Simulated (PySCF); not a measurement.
# BBrO (Bromine Oxoborane): the cost of one run

The runs use PySCF 2.14.0, with density-fitted response routines of our own; the level of theory stands in each step. All values are computed, except where a source is named. Atoms are numbered from 0 throughout.

## (1) The molecule as given

3 atoms, charge 0, multiplicity 1; geometry from: GFN2-xTB. The atoms were then displaced at random by about 0.01 Å, so the start is not that level's minimum.

Bonds of the start (Å): O0–B1 1.16, B1–Br2 1.79.

## (2) Optimising the geometry at PBE0-D3(BJ)/def2-TZVP

Job settings and geometry (Å):

```
{"job": {"xc": "PBE0", "basis": "def2-TZVP", "d3": "d3bj", "grid": 2, "shake": 0.01, "kind": "geom"}, "charge": 0, "multiplicity": 1}
O     -1.348530     0.281750    -0.002210
B     -0.203750     0.100530    -0.006660
Br     1.558290    -0.205330    -0.010310
```

Started as:

```bash
$ OMP_NUM_THREADS=1 python probes_run.py task.json out
```

The driver reads the jobs from task.json and runs them one after another.

**Question.** How long does this first job take on 1 thread of AMD EPYC 9R45, shared host, and how much memory does it need?

About 6.3 s, with a peak of 0.42 GiB.
